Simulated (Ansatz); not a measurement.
## C2H8BN, SMILES BNCC: a geometry optimisation

Run with the Ansatz DFT code, driven from Python.

Script `opt.py`:
```python
import itertools

import ansatz as az
from ase.data import atomic_numbers, covalent_radii
import numpy as np
import pandas as pd

GEOMETRY = """
B    -1.71087    1.00813    0.30765
N    -0.34972    0.80870    0.28988
C     0.36813   -0.42969    0.49439
C     1.16832   -0.82951   -0.74433
H    -2.12554    2.08501    0.10422
H    -2.41798    0.10010    0.53018
H     0.28012    1.57387    0.09074
H    -0.35959   -1.20728    0.73154
H     1.05125   -0.32550    1.34817
H     1.90809   -0.06769   -0.98457
H     1.68488   -1.77006   -0.57104
H     0.50291   -0.94608   -1.59683
"""


def main() -> None:
    mol = az.Crystal.molecule()
    for line in GEOMETRY.strip().splitlines():
        symbol, *xyz = line.split()
        mol = mol.atom(symbol, [float(v) for v in xyz])

    model = (
        mol.calculation()
        .basis(gaussian="6-31G*")
        .functional("pbe")
    )
    symbols = [site.symbol for site in mol.cartesian_sites]
    start = np.array([site.position_ang for site in mol.cartesian_sites], dtype=float)
    def progress(event):
        if event["event"] == "relax_step":
            row = event["data"]
            print(f"step {row['step']:3d}  E = {row['lagrangian_ev']:.6f} eV  largest force component {row['allowed_force_max_ev_ang']:.4f} eV/A")


    report = model.relax(force_tolerance=0.005).session().plan().execute(on_event=progress).report
    end = np.array(report["positions_ang"])

    print("reference energy %16.6f eV" % report["reference_energy_ev"])
    print("total energy     %16.6f eV" % report["free_energy_ev"])
    print("occupied orbitals outside the frozen core (up, down):", report["n_occupied"], " frozen:", report["n_frozen"], " virtual:", report["n_virtual"])

    radius = [covalent_radii[atomic_numbers[s]] for s in symbols]
    span = lambda where, i, j: np.linalg.norm(where[i] - where[j])
    bonded = [(i, j) for i, j in itertools.combinations(range(len(symbols)), 2) if min(span(start, i, j), span(end, i, j)) < 1.2 * (radius[i] + radius[j])]
    print("pair        before    after (A)")
    for i, j in bonded:
        print(f"{symbols[i]}{i}-{symbols[j]}{j}".ljust(10), f"{span(start, i, j):8.4f} {span(end, i, j):8.4f}")

    charges = report["charge_distribution"]
    table = pd.DataFrame({"atom": symbols, "mulliken": charges["mulliken_charges_e"], "lowdin": charges["lowdin_charges_e"]})
    print(table.round(3).to_string())
    print("dipole (e A):", np.round(charges["dipole_moment_e_ang"], 4) + 0.0)


if __name__ == "__main__":
    main()
```

```console
$ python opt.py
step   1  E = -4365.160039 eV  largest force component 0.8273 eV/A
step   2  E = -4365.225591 eV  largest force component 0.2379 eV/A
step   3  E = -4365.232180 eV  largest force component 0.0927 eV/A
step   4  E = -4365.232631 eV  largest force component 0.0694 eV/A
step   5  E = -4365.232983 eV  largest force component 0.0146 eV/A
step   6  E = -4365.233006 eV  largest force component 0.0048 eV/A
reference energy     -4365.233031 eV
total energy         -4365.233031 eV
occupied orbitals outside the frozen core (up, down): [16, 16]  frozen: 0  virtual: [60, 60]
pair        before    after (A)
B0-N1        1.3758   1.3969
B0-H4        1.1718   1.2069
B0-H5        1.1722   1.2082
N1-C2        1.4459   1.4618
N1-H6        1.0109   1.0227
C2-C3        1.5279   1.5322
C2-H7        1.0911   1.1026
C2-H8        1.0984   1.1083
C3-H9        1.0887   1.1050
C3-H10       1.0870   1.1036
C3-H11       1.0877   1.1028
   atom  mulliken  lowdin
0     B     0.004  -0.305
1     N    -0.419  -0.054
2     C    -0.176  -0.184
3     C    -0.488  -0.352
4     H    -0.030   0.012
5     H    -0.030   0.014
6     H     0.314   0.245
7     H     0.174   0.134
8     H     0.156   0.115
9     H     0.156   0.120
10    H     0.164   0.126
11    H     0.175   0.128
dipole (e A): [ 0.4707 -0.0817 -0.027 ]
```

Total energies depend on the basis set; only differences at equal settings carry meaning. The end point is the stationary point reached from this start; no frequency run checks that it is a minimum, and the basis set is modest. The Löwdin charges here are taken after orthogonalising the functions within each atom; they differ from plain Löwdin charges, and their signs can be unphysical. Run time: 18 s on 1 thread of Arm Neoverse V1, on a shared host, peak memory 0.23 GiB.
